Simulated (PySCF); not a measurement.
**C5H10O3: runs on many settings, part 1 of 2**

Which settings matter for C5H10O3 (`CCOCOC(C)=O`)?

Computed with PySCF 2.14.0, with density-fitted response routines of our own, on a single molecule, in the gas phase or a continuum. Atoms are numbered from 0 throughout.

## 1. Starting geometry

18 atoms, charge 0, multiplicity 1; geometry from: GFN2-xTB.

Bonds of the start (Å): C0–C1 1.52, C1–O2 1.42, O2–C3 1.38, C3–O4 1.43, O4–C5 1.34, C5–C6 1.50, C5–O7 1.20, C0–H8 1.09, C0–H9 1.09, C0–H10 1.09, C1–H11 1.10, C1–H12 1.09, C3–H13 1.09, C3–H14 1.10, C6–H15 1.09, C6–H16 1.09, C6–H17 1.09.

## 2. Shielding tensors: KT3/def2-SVP

Job settings and geometry (Å):

```
{"job": {"kind": "nmr", "xc": "KT3", "basis": "def2-SVP", "pop": false, "scf": {"conv": 0.01, "max_cycle": 93}}, "charge": 0, "multiplicity": 1}
C     -2.288569     0.019179     0.356386
C     -1.535938    -0.901903    -0.597614
O     -1.082855    -0.264659    -1.788875
C     -0.132942     0.724272    -1.636815
O      1.126820     0.204094    -1.214689
C      1.492542     0.382328     0.065412
C      2.827070    -0.258788     0.329100
O      0.847164     0.995519     0.872534
H     -1.608775     0.705194     0.855937
H     -3.039990     0.586762    -0.187360
H     -2.781292    -0.582362     1.114985
H     -0.690647    -1.372423    -0.077494
H     -2.196624    -1.688828    -0.967946
H      0.027148     1.143733    -2.634063
H     -0.440579     1.507657    -0.928534
H      2.924665    -0.478911     1.387971
H      2.936489    -1.158423    -0.268439
H      3.607556     0.443878     0.043088
```

With the program's defaults for keys left out, this is: GIAO KT3/def2-SVP NMR shielding, non-relativistic, gas phase.

Command:

```console
> OMP_NUM_THREADS=1 python probes_run.py task.json out
```

This one command runs all jobs of the session in turn.

Standard output:

```text
final grid: 143384 points
cycle   1  E = -427.7416634426  dE =  1.015e+00  |g| = 1.189e+00  |ddm| = 4.338e+00
cycle   2  E = -426.7913307286  dE =  9.503e-01  |g| = 2.414e+00  |ddm| = 4.070e+00
cycle   3  E = -427.9437622487  dE = -1.152e+00  |g| = 6.119e-01  |ddm| = 3.337e+00
cycle   4  E = -428.0203496911  dE = -7.659e-02  |g| = 1.583e-01  |ddm| = 6.447e-01
cycle   5  E = -428.0242413534  dE = -3.892e-03  |g| = 6.499e-02  |ddm| = 1.603e-01
converged SCF energy = -428.0242413534

GIAO shielding tensors (ppm)
atom      isotropic    diamagn.    paramagn.     s11        s22        s33       span
  0 C      178.399     250.477     -72.078    162.500    179.775    192.921     30.421
  1 C      133.430     248.216    -114.786     98.399    126.476    175.415     77.016
  2 O      253.027     393.449    -140.422    217.471    239.419    302.191     84.720
  3 C      114.019     248.328    -134.309     74.919    123.325    143.813     68.894
  4 O      117.530     404.427    -286.896    -31.167    155.046    228.712    259.879
  5 C       35.153     260.624    -225.471    -48.612     74.070     79.999    128.611
  6 C      171.084     253.146     -82.061    149.761    167.035    196.456     46.695
  7 O      -30.368     402.525    -432.893   -269.656   -142.768    321.319    590.975
  8 H       29.804      35.178      -5.374     25.505     30.156     33.751      8.246
  9 H       30.812      29.400       1.412     27.382     28.621     36.433      9.051
 10 H       31.101      29.962       1.139     27.528     28.407     37.369      9.841
 11 H       28.721      37.136      -8.414     24.927     28.565     32.672      7.745
 12 H       28.103      29.437      -1.334     22.783     27.969     33.558     10.775
 13 H       27.412      29.465      -2.053     22.155     27.142     32.938     10.783
 14 H       25.980      34.829      -8.849     23.383     26.009     28.549      5.166
 15 H       29.851      30.313      -0.462     26.019     28.940     34.592      8.573
 16 H       29.724      31.422      -1.698     25.845     30.024     33.303      7.458
 17 H       29.028      26.806       2.222     25.370     28.058     33.655      8.284
```

Wall time 25 s (1 thread of Arm Neoverse V1, shared host); peak memory 0.62 GiB.

It converged, yet the result is unsound: the SCF threshold of 0.01 Eh is far too loose.

## 3. NMR shieldings: PBE0/pcSseg-1

The job, as its differences from that of step 2:

```diff
@@ -1,2 +1,2 @@
-{"job": {"kind": "nmr", "xc": "KT3", "basis": "def2-SVP", "pop": false, "scf": {"conv": 0.01, "max_cycle": 93}}, "charge": 0, "multiplicity": 1}
+{"job": {"kind": "nmr", "xc": "PBE0", "basis": "pcSseg-1", "pop": true}, "charge": 0, "multiplicity": 1}
 C     -2.288569     0.019179     0.356386
```

With the program's defaults for keys left out, this is: GIAO PBE0/pcSseg-1 NMR shielding, non-relativistic, gas phase.

Standard output:

```text
coarse grid: 14888 points
cycle   1  E = -421.4394031707  dE =  1.165e+00  |g| = 1.014e+00  |ddm| = 3.575e+00
cycle   2  E = -421.1029169284  dE =  3.365e-01  |g| = 1.699e+00  |ddm| = 1.707e+00
cycle   3  E = -421.6111311017  dE = -5.082e-01  |g| = 3.069e-01  |ddm| = 1.225e+00
cycle   4  E = -421.6279932237  dE = -1.686e-02  |g| = 8.478e-02  |ddm| = 2.347e-01
cycle   5  E = -421.6290775493  dE = -1.084e-03  |g| = 2.439e-02  |ddm| = 5.315e-02
cycle   6  E = -421.6292037862  dE = -1.262e-04  |g| = 5.066e-03  |ddm| = 1.828e-02
cycle   7  E = -421.6292090148  dE = -5.229e-06  |g| = 1.285e-03  |ddm| = 4.017e-03
final grid: 143384 points
cycle   8  E = -421.7094981680  dE = -3.729e-05  |g| = 1.566e-02  |ddm| = 2.884e-02
cycle   9  E = -421.7094445357  dE =  5.363e-05  |g| = 2.344e-02  |ddm| = 2.158e-02
cycle  10  E = -421.7095421107  dE = -9.757e-05  |g| = 2.549e-03  |ddm| = 1.355e-02
cycle  11  E = -421.7095432792  dE = -1.168e-06  |g| = 5.130e-04  |ddm| = 1.688e-03
cycle  12  E = -421.7095433221  dE = -4.286e-08  |g| = 1.839e-04  |ddm| = 4.540e-04
cycle  13  E = -421.7095433290  dE = -6.945e-09  |g| = 2.619e-05  |ddm| = 1.433e-04
cycle  14  E = -421.7095433292  dE = -1.332e-10  |g| = 8.659e-06  |ddm| = 2.473e-05
converged SCF energy = -421.7095433292

GIAO shielding tensors (ppm)
atom      isotropic    diamagn.    paramagn.     s11        s22        s33       span
  0 C      173.007     250.368     -77.361    154.547    175.640    188.836     34.289
  1 C      123.156     247.761    -124.605     87.368    114.600    167.500     80.133
  2 O      252.474     395.045    -142.570    208.960    239.087    309.376    100.415
  3 C      102.052     246.384    -144.333     64.784    109.065    132.305     67.521
  4 O       98.765     403.672    -304.907    -67.791    145.342    218.744    286.535
  5 C        9.160     252.461    -243.300    -94.021     49.020     72.482    166.503
  6 C      163.783     249.719     -85.936    141.004    157.081    193.265     52.262
  7 O      -91.657     405.613    -497.270   -374.134   -211.439    310.601    684.734
  8 H       29.241      32.611      -3.370     23.881     29.735     34.108     10.226
  9 H       30.749      29.544       1.205     27.101     28.197     36.950      9.849
 10 H       30.979      29.858       1.121     27.345     27.664     37.928     10.582
 11 H       28.130      34.309      -6.179     24.364     28.417     31.608      7.245
 12 H       27.824      30.062      -2.239     22.395     27.595     33.481     11.086
 13 H       26.774      29.080      -2.306     21.283     26.738     32.301     11.018
 14 H       25.383      32.508      -7.125     22.659     25.721     27.769      5.110
 15 H       29.734      28.743       0.991     25.832     28.230     35.138      9.306
 16 H       29.525      29.517       0.008     25.350     29.216     34.009      8.659
 17 H       29.311      26.534       2.777     26.272     27.207     34.456      8.185
```

Run time: 26 s. Hardware: 1 thread of Arm Neoverse V1, shared host; peak memory 0.79 GiB.

Shifts follow as δ = σ(reference) − σ, with reference shieldings (ppm) from runs at the same level and on the same kind of geometry: 1H TMS 31.72, 13C TMS 186.9, 17O H2O 336.1. The references are single molecules in the gas phase, so shifts against H2O, NH3, PH3, H3PO4 or CFCl3 are not on the usual liquid scales and can be off by tens of ppm. Atoms listed in one row are averaged.

```
        atoms                                    environment  σ (ppm)  δ (ppm)  δ scaled to CDCl3
           C5                          ester carbonyl carbon      9.2    177.8              171.6
           C3                 sp3 carbon bearing two oxygens    102.1     84.9               80.9
           C1                            sp3 CH2 bonded to O    123.2     63.8               60.3
           C6                  methyl carbon α to a carbonyl    163.8     23.1               20.7
           C0                                  methyl carbon    173.0     13.9               11.7
     H13, H14  hydrogen on an sp3 carbon bearing two oxygens    26.08     5.64               5.42
     H11, H12             hydrogen on an sp3 CH2 bonded to O    27.98     3.74               3.63
H15, H16, H17    hydrogen on a methyl carbon α to a carbonyl    29.52     2.19               2.17
  H8, H9, H10                    hydrogen on a methyl carbon    30.32     1.39               1.42
           O7                          ester carbonyl oxygen    -91.7    427.7                  –
           O4                            ester alkoxy oxygen     98.8    237.3                  –
           O2                                   ether oxygen    252.5     83.6                  –
```

The scaled column applies a straight-line fit of computed shieldings to shifts measured in CDCl3 (root-mean-square error 0.16 ppm for H, 1.9 ppm for C).

The run also stored atomic charges by several schemes (e):

```
atoms  Mulliken    IAO  Hirshfeld  ESP fit
   C0     -0.33  -0.45      -0.13    -0.34
   C1      0.00  -0.05       0.00     0.29
   O2     -0.50  -0.38      -0.15    -0.44
   C3      0.31   0.12       0.07     0.25
   O4     -0.48  -0.36      -0.11    -0.44
   C5      0.37   0.53       0.22     0.84
   C6     -0.23  -0.48      -0.12    -0.64
   O7     -0.42  -0.47      -0.25    -0.56
```

Mayer bond orders: C0–C1 1.06, C1–O2 0.90, O2–C3 1.03, C3–O4 0.85, O4–C5 1.09, C5–C6 1.00, C5–O7 1.94.

## 4. Nuclear shieldings: HSE06/pcSseg-1

The job, as its differences from that of step 3:

```diff
@@ -1,2 +1,2 @@
-{"job": {"kind": "nmr", "xc": "PBE0", "basis": "pcSseg-1", "pop": true}, "charge": 0, "multiplicity": 1}
+{"job": {"kind": "nmr", "xc": "HSE06", "basis": "pcSseg-1", "pop": false, "scf": {"level_shift": 0.2}}, "charge": 0, "multiplicity": 1}
 C     -2.288569     0.019179     0.356386
```

Level: GIAO HSE06/pcSseg-1 NMR shielding, non-relativistic, gas phase.

Standard output:

```text
final grid: 143384 points
cycle   1  E = -421.5190702619  dE =  1.165e+00  |g| = 1.094e+00  |ddm| = 3.534e+00
cycle   2  E = -421.4318838578  dE =  8.719e-02  |g| = 1.376e+00  |ddm| = 1.380e+00
cycle   3  E = -421.7334417888  dE = -3.016e-01  |g| = 2.633e-01  |ddm| = 5.912e-01
cycle   4  E = -421.7458041016  dE = -1.236e-02  |g| = 6.992e-02  |ddm| = 1.596e-01
cycle   5  E = -421.7467639970  dE = -9.599e-04  |g| = 1.058e-02  |ddm| = 5.615e-02
cycle   6  E = -421.7467872059  dE = -2.321e-05  |g| = 7.345e-03  |ddm| = 1.411e-02
cycle   7  E = -421.7467965006  dE = -9.295e-06  |g| = 2.409e-03  |ddm| = 4.454e-03
cycle   8  E = -421.7467975367  dE = -1.036e-06  |g| = 5.240e-04  |ddm| = 1.842e-03
cycle   9  E = -421.7467976070  dE = -7.033e-08  |g| = 1.532e-04  |ddm| = 5.918e-04
cycle  10  E = -421.7467976231  dE = -1.610e-08  |g| = 3.835e-05  |ddm| = 1.586e-04
cycle  11  E = -421.7467976124  dE =  1.073e-08  |g| = 1.211e-05  |ddm| = 5.925e-05
cycle  12  E = -421.7467976124  dE = -6.708e-11  |g| = 4.486e-06  |ddm| = 2.158e-05
level shift removed, Fock matrix diagonalised once more
converged SCF energy = -421.7467976124

GIAO shielding tensors (ppm)
atom      isotropic    diamagn.    paramagn.     s11        s22        s33       span
  0 C      172.294     250.300     -78.006    153.730    174.952    188.201     34.471
  1 C      122.277     247.768    -125.491     86.389    113.772    166.671     80.281
  2 O      251.106     395.136    -144.030    207.532    237.525    308.262    100.730
  3 C      101.185     246.424    -145.239     63.831    108.254    131.469     67.637
  4 O       97.243     403.766    -306.524    -69.540    143.689    217.579    287.118
  5 C        8.046     252.500    -244.454    -95.406     47.941     71.603    167.009
  6 C      163.111     249.723     -86.612    140.237    156.434    192.661     52.424
  7 O      -92.523     405.712    -498.235   -375.101   -212.406    309.938    685.039
  8 H       29.241      32.658      -3.417     23.896     29.746     34.079     10.183
  9 H       30.755      29.543       1.213     27.127     28.208     36.930      9.803
 10 H       30.981      29.857       1.124     27.366     27.678     37.897     10.531
 11 H       28.129      34.360      -6.231     24.369     28.420     31.598      7.229
 12 H       27.825      30.042      -2.217     22.409     27.609     33.458     11.050
 13 H       26.779      29.071      -2.292     21.293     26.755     32.289     10.996
 14 H       25.379      32.552      -7.173     22.655     25.722     27.760      5.105
 15 H       29.741      28.776       0.964     25.852     28.248     35.122      9.269
 16 H       29.531      29.554      -0.023     25.367     29.232     33.994      8.627
 17 H       29.317      26.544       2.773     26.290     27.224     34.436      8.146
```

It took 53 s on 1 thread of Arm Neoverse V1, shared host; peak memory 1 GiB.

In short: δ C5 178.2, C3 85.0, C1 64.0, C6 23.1, H13 5.64, H11 3.74 ppm (means over like atoms).

(Continued in part 2 of 2.)
